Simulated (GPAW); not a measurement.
# TiSi2 (Fddd) in GPAW: notebook, part 2 of 2

GPAW 26.7.0.

## Step 4: Gruneisen, BLYP+D3(op)

run.py

```python
import json
import numpy as np
from ase import Atoms
from ase.calculators.mixing import SumCalculator
from ase.constraints import FixSymmetry
from ase.filters import FrechetCellFilter
from ase.io import read, write
from ase.optimize import BFGS
from dftd3.ase import DFTD3
from phonopy import Phonopy
from phonopy.structure.atoms import PhonopyAtoms
from gpaw import GPAW, PW, setup_paths

setup_paths.insert(0, '.')

atoms = read('TiSi2.xyz')

calc = GPAW(mode=PW(510),
            xc='BLYP',
            kpts={'size': (6, 6, 6), 'gamma': True},
            occupations={'name': 'methfessel-paxton', 'width': 0.01, 'order': 1},
            nbands=33,
            convergence={'density': 1e-06, 'eigenstates': 1e-09},
            eigensolver='davidson',
            random=True,
            maxiter=75,
            txt='gpaw.txt')
atoms.calc = SumCalculator([calc, DFTD3(method='blyp', damping='d3op')])
atoms.set_constraint(FixSymmetry(atoms))
BFGS(FrechetCellFilter(atoms), trajectory='relax.traj', logfile='-').run(fmax=0.005, steps=40)
atoms.set_constraint()
energy = atoms.get_potential_energy()
forces = atoms.get_forces()
stress = atoms.get_stress()
calc.write('gs.gpw')
write('result.traj', atoms)
print('Cell:', atoms.cell.cellpar().round(4))
print(atoms.get_scaled_positions().round(5))

def force_constants(scale):
    unit = PhonopyAtoms(symbols=atoms.get_chemical_symbols(), cell=atoms.cell[:] * scale**(1 / 3),
                        scaled_positions=atoms.get_scaled_positions())
    ph = Phonopy(unit, supercell_matrix=np.diag([1, 1, 1]), primitive_matrix=np.eye(3), symprec=1e-4)
    ph.generate_displacements(distance=0.01)
    forces = []
    for i, sc in enumerate(ph.supercells_with_displacements):
        a = Atoms(sc.symbols, cell=sc.cell, scaled_positions=sc.scaled_positions, pbc=True)
        c = GPAW(mode=PW(510),
                 xc='BLYP',
                 kpts={'size': (6, 6, 6), 'gamma': True},
                 occupations={'name': 'methfessel-paxton', 'width': 0.01, 'order': 1},
                 nbands=33,
                 convergence={'density': 1e-06, 'eigenstates': 1e-09},
                 eigensolver='davidson',
                 random=True,
                 maxiter=75,
                 txt=f'disp-{scale:.3f}-{i:02d}.txt')
        a.calc = SumCalculator([c, DFTD3(method='blyp', damping='d3op')])
        f = a.get_forces()
        forces.append(f - f.mean(axis=0))
        print(f'displacement {i}: drift', f.mean(axis=0).round(5), flush=True)
    ph.forces = forces
    ph.produce_force_constants()
    ph.symmetrize_force_constants()
    return ph

qpoints = [[0.0, 0.0, 0.0]]
results = {}
for scale in [0.99, 1.0, 1.01]:
    ph = force_constants(scale)
    ph.run_qpoints(qpoints)
    nu = ph.qpoints.frequencies * 33.35641  # THz to cm^-1
    results[f'{scale:.3f}'] = nu.tolist()
    for qp, f in zip(qpoints, nu):
        print(scale, np.round(qp, 4), f.round(2))

lo, mid, hi = (np.array(results[x]) for x in ('0.990', '1.000', '1.010'))
gamma = np.where(abs(mid) > 5, -(hi - lo) / (np.log(1.01 / 0.99) * np.where(abs(mid) > 5, mid, 1)), 0)
results['gamma'] = gamma.tolist()
print('Mode Grueneisen parameters:')
print(gamma.round(3))
json.dump(results, open('phonons.json', 'w'))
```

TiSi2.xyz

```xyz
6
Lattice="0.0000000000 4.1175163063 4.2628978354 2.3895119538 0.0000000000 4.2628978354 2.3895119538 4.1175163063 0.0000000000" Properties=species:S:1:pos:R:3 pbc="T T T"
Ti     3.5842679307      6.1762744594      6.3943467531
Ti     2.3895119538      4.1175163063      4.2628978354
Si     1.1947559769      3.3974912532      2.1314489177
Si     1.1947559769      0.7200250531      2.1314489177
Si     2.3895119538      1.3387331000      4.2628978354
Si     2.3895119538      6.8962995126      4.2628978354
```

Potentials or basis: PAW data sets generated in the run's folder for this functional, pw.

Launch:

```console
$ gpaw-setup -f BLYP Si Ti
$ OMP_NUM_THREADS=1 python run.py
```

gpaw.txt:

```text
__  _  _
 | _ |_)|_||  |
 |__||  | ||/\| - 26.7.0

Input parameters:
  mode=PW(ecut=510.0),
  convergence={'density': 1e-06, 'eigenstates': 1e-09},
  eigensolver=Davidson(niter=2),
  kpts=MonkhorstPack(size=(6, 6, 6), gamma=True),
  maxiter=75,
  nbands=33,
  occupations=Occupations(name='methfessel-paxton', width=0.01, order=1),
  random=True,
  xc=XC(name='BLYP')
Initializing wave functions with random numbers

                Ti

              Si

            Ti
           Si
[... 232 lines left out ...]
Stress tensor  # eV/Ang^3
|         x |         y |         z |
|-----------|-----------|-----------|
| -0.061528 | -0.000000 |  0.000000 |
| -0.000000 | -0.065831 |  0.000000 |
|  0.000000 |  0.000000 | -0.047516 |

Forces  # eV/Ang
|        x |        y |       z |
|----------|----------|---------|
|  0.00000 |  0.00000 | 0.00000 |  # Ti   0
|  0.00000 |  0.00000 | 0.00000 |  # Ti   1
|  0.00000 |  0.06273 | 0.00000 |  # Si   2
|  0.00000 | -0.06273 | 0.00000 |  # Si   3
| -0.00000 |  0.06273 | 0.00000 |  # Si   4
|  0.00000 | -0.06273 | 0.00000 |  # Si   5
[... 37 lines left out ...]
| 3 |  C2  | -1, 0, 0, -1, 0, 1, -1, 1, 0 |
[... 443 lines left out ...]
Stress tensor  # eV/Ang^3
|         x |         y |         z |
|-----------|-----------|-----------|
| -0.071945 | -0.000000 | -0.000000 |
| -0.000000 | -0.062557 | -0.000000 |
| -0.000000 | -0.000000 | -0.072506 |

Forces  # eV/Ang
|       x |        y |        z |
|---------|----------|----------|
| 0.00000 |  0.00000 |  0.00000 |  # Ti   0
| 0.00000 |  0.00000 |  0.00000 |  # Ti   1
| 0.00000 |  0.01262 | -0.00000 |  # Si   2
| 0.00000 | -0.01262 |  0.00000 |  # Si   3
| 0.00000 |  0.01262 | -0.00000 |  # Si   4
| 0.00000 | -0.01262 |  0.00000 |  # Si   5
[... 474 lines left out ...]
No gap
No difference between direct/indirect transitions

Stress tensor  # eV/Ang^3
|         x |    
[... cut ...]
 |      23.076 |    1.058 |

    Using partial waves for Ti as LCAO basis

  Si:
    name:    Silicon
    Z:       14.0
    valence: 4
    core:    10
    charge:  0.0  # [|e|]
    compensation charges:
      type: gauss
      rc: 0.33  # [Å]
      lmax: 2
    cutoffs:
      filter: 1.86  # [Å]
      core: 2.06  # [Å]
    projectors
[... 596 lines left out ...]
Stress tensor  # eV/Ang^3
|         x |         y |         z |
|-----------|-----------|-----------|
| -0.066623 | -0.000000 | -0.000000 |
| -0.000000 | -0.061339 |  0.000000 |
| -0.000000 |  0.000000 | -0.068296 |

Forces  # eV/Ang
|       x |        y |        z |
|---------|----------|----------|
| 0.00000 |  0.00000 |  0.00000 |  # Ti   0
| 0.00000 |  0.00000 |  0.00000 |  # Ti   1
| 0.00000 | -0.00241 |  0.00000 |  # Si   2
| 0.00000 |  0.00241 |  0.00000 |  # Si   3
| 0.00000 | -0.00241 |  0.00000 |  # Si   4
| 0.00000 |  0.00241 | -0.00000 |  # Si   5

# Writing to gs.gpw (mode='')
```

disp-0.990-00.txt:

```text
__  _  _
 | _ |_)|_||  |
 |__||  | ||/\| - 26.7.0

Input parameters:
  mode=PW(ecut=510.0),
  convergence={'density': 1e-06, 'eigenstates': 1e-09},
  eigensolver=Davidson(niter=2),
  kpts=MonkhorstPack(size=(6, 6, 6), gamma=True),
  maxiter=75,
  nbands=33,
  occupations=Occupations(name='methfessel-paxton', width=0.01, order=1),
  random=True,
[... 230 lines left out ...]
|         27 |        14.179 |     0.000 |
|         28 |        14.252 |     0.000 |
|        ... |               |           |
|         32 |        15.241 |     0.000 |

No gap
No difference between direct/indirect transitions

Forces  # eV/Ang
|        x |        y |        z |
|----------|----------|----------|
| -0.03430 | -0.03973 | -0.12242 |  # Ti   0
|  0.00882 |  0.00314 | -0.00188 |  # Ti   1
|  0.00527 |  0.01256 |  0.01355 |  # Si   2
|  0.00850 |  0.01286 |  0.01494 |  # Si   3
| -0.02782 |  0.00528 |  0.03737 |  # Si   4
|  0.03954 |  0.00590 |  0.05842 |  # Si   5
```

It took 64 min on 1 thread of Arm Neoverse V2, shared host; peak memory 1.6 GiB.

What came out:

| Property | Result |
| --- | --- |
| Free energy | -36.3621 eV |
| Relaxed volume | 13.91 Å³/atom |
| Relaxed cell | a = 5.908 Å, b = 4.856 Å, c = 4.771 Å, α = 75.71°, β = 52.80°, γ = 51.49° |
| Space group after relaxing (to 0.05 Å) | Fddd (No. 70) |
| Pressure after relaxing | 0.0 GPa |
| Largest force after relaxing | 0.003 eV/Å |
| Band gap on the k mesh | none (metal or under the smearing width) |
| Highest phonon frequency at Γ | 414 cm⁻¹ |
| Dispersion energy per atom | -0.904 eV |

Forces in eV/Å, atoms in the order of the input:
```
Ti   0.000  0.000  0.000
Ti   0.000  0.000  0.000
Si   0.000 -0.003  0.000
Si   0.000  0.003  0.000
Si   0.000 -0.003  0.000
Si   0.000  0.003  0.000
```

Final structure:
```
Ti Si
1.0
     0.00000    4.12825    4.22663
     2.39083    0.00000    4.22663
     2.39083    4.12825    0.00000
Ti Si
2 4
Direct
  0.75000 0.75000 0.75000
  0.50000 0.50000 0.50000
  0.41443 0.08557 0.41443
  0.08557 0.41443 0.08557
  0.16443 0.83557 0.16443
  0.83557 0.16443 0.83557
```

Levels at points of the mesh, in eV from the Fermi level:
```csv
k point,band 18,band 19,band 20,band 21,band 22,band 23
"(0.00, 0.00, 0.00)",-2.10,-1.77,-1.38,-0.95,1.99,3.06
"(0.00, 0.50, 0.50)",-1.24,-0.73,-0.73,0.88,0.88,2.22
"(0.50, 0.00, 0.50)",-2.32,-0.94,-0.94,1.18,1.18,3.22
"(0.50, 0.50, 0.00)",-1.62,-0.98,-0.98,0.80,0.80,3.13
"(0.50, 0.50, 0.50)",-1.12,-0.08,0.10,0.92,1.36,1.67
```

Phonon frequencies in cm⁻¹ (negative: imaginary):
| q point | frequencies |
| --- | --- |
| (0.000, 0.000, 0.000) | 0 0 0 180 183 192 227 235 253 266 270 294 313 321 379 386 402 414 |

Mode Grüneisen parameters of phonons at Γ, in order of frequency: 5.88, 4.48, 1.81, 1.83, 3.03, 1.91, 1.84, 1.74, 1.55, 1.93, 4.45, 2.16, 3.53, 1.86, 1.77

Caveat: the cutoff is short for stress and forces, so pressures can be off by a GPa or more; the density grid can change from cell to cell, which puts small steps into energies and stress; this smearing can pin the Fermi level at a band edge; pairwise dispersion overbinds metals, which lowers pressure and volume.

## Step 5: Summary

| task | level | cell | cutoff (eV) | smearing | kernel | response ecut | maxiter | response k mesh | response bands | other keys | gap on the mesh (eV) |
| --- | --- | --- | --- | --- | --- | --- | --- | --- | --- | --- | --- |
| eps q | LDA | as given | 400 | fermi-dirac 0.05 eV | RPA | 80 eV | 150 | 6 × 6 × 6 | 68 | - | none |
| optical spectrum | LDA | as given | 400 | fermi-dirac 0.05 eV | RPA | 60 eV | 150 | 7 × 7 × 7 | 68 | - | none |
| gruneisen | BLYP+D3(op) | relaxed | 510 | methfessel-paxton 0.01 eV | - | - | 75 | - | - | several, not listed | none |

Alike in all rows: potentials or basis PAW data sets generated in the run's folder for this functional, pw; no spin polarisation; k mesh 6 × 6 × 6.

Caveats: the intraband term hangs on this k mesh (some runs); the long-wavelength limit can be off by several per cent where d states take part (some runs); spectra need much finer meshes, so this one isn't converged (some runs); independent-particle spectra lack excitons (some runs); the cutoff is short for stress and forces, so pressures can be off by a GPa or more (some runs); the density grid can change from cell to cell, which puts small steps into energies and stress (some runs); this smearing can pin the Fermi level at a band edge (some runs).

Absolute energies hang on the potentials; compare differences alone.
